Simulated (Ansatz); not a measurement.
# Ta4Al5N9: the cost of one run

All numbers below are computed with Ansatz 0.2.0 (DFT PBE, scalar-relativistic, plane waves, PAW).

## (1) The starting structure

The cell holds 18 atoms (Al5N9Ta4): a = 5.705 Å, b = 6.301 Å, c = 5.766 Å, α = 87.31°, β = 90.43°, γ = 91.07°.

It is the last frame of an earlier stage of the same melt, run at 1600 K.

Its coordinates follow in the input file.

## (2) Langevin stage at 300 K

One k point, a Fermi-Dirac width of 0.050 eV and a fixed cell.

input.yaml

```yaml
crystal:
  lattice:
    - [5.704355, -0.055535, -0.020697]
    - [-0.055535, 6.299277, 0.141156]
    - [-0.020697, 0.141156, 5.764395]
  atoms:
    - { symbol: Al, position: [0.2432499296, 0.6584309299, 0.7423741096] }
    - { symbol: Al, position: [0.355979265, 0.0279710164, 0.4894057787] }
    - { symbol: Al, position: [0.6862704398, 0.3491376372, 0.722423607] }
    - { symbol: Al, position: [0.0865248762, 0.7929142205, 0.1941645295] }
    - { symbol: Al, position: [0.5928139359, 0.9439603142, 0.0325573447] }
    - { symbol: "N", position: [0.6196246263, 0.1939446166, 0.4850328948] }
    - { symbol: "N", position: [0.7742000163, 0.2217434973, 0.0416073253] }
    - { symbol: "N", position: [0.3992035093, 0.4057491124, 0.8313640594] }
    - { symbol: "N", position: [0.6348987917, 0.7134396011, 0.2392671014] }
    - { symbol: "N", position: [0.0144216808, 0.8450394823, 0.8864225262] }
    - { symbol: "N", position: [0.9805976627, 0.4739387353, 0.6278935538] }
    - { symbol: "N", position: [0.5188300165, 0.8612704268, 0.718236801] }
    - { symbol: "N", position: [0.1599026052, 0.515008365, 0.1533490105] }
    - { symbol: "N", position: [0.2904803527, 0.0858519281, 0.1688580987] }
    - { symbol: Ta, position: [0.4798027191, 0.4262348621, 0.1958367166] }
    - { symbol: Ta, position: [0.9846758228, 0.2625029786, 0.3478829547] }
    - { symbol: Ta, position: [0.8203360319, 0.8444253461, 0.5447816526] }
    - { symbol: Ta, position: [0.1297739523, 0.1965477179, 0.8682628532] }
  symmetry: { detect: false }
basis:
  ecutwfc: 420
  xc_grid: 1
kpoints:
  mp_grid: { grid: [1, 1, 1], shift: [0.25, 0.25, 0.25] }
hamiltonian:
  xc: pbe
scf:
  occupations: { method: fermi_dirac, width: 0.05 }
  lower_state_search: "off"
  convergence: { dr2_threshold: 1.0e-05 }
output:
  forces: true
  stress: true
md:
  timestep: 2.0
  n_steps: 250
  ensemble: nvt_langevin
  friction: 0.03
  temperature: 300.0
  initial_velocities: maxwell_boltzmann
  seed: 48131
```

Run with:

```sh
$ ansatz run input.yaml --threads 2 --pin off --max-ram 5120MiB --backend cpu --events-out ev --progress --plain --runs-dir out
```

Q: Estimate wall time and peak memory on 2 threads of Intel Xeon Platinum 8375C at 2.90GHz (Ice Lake), shared host.

About 3.1 min, with a peak of 0.49 GiB.
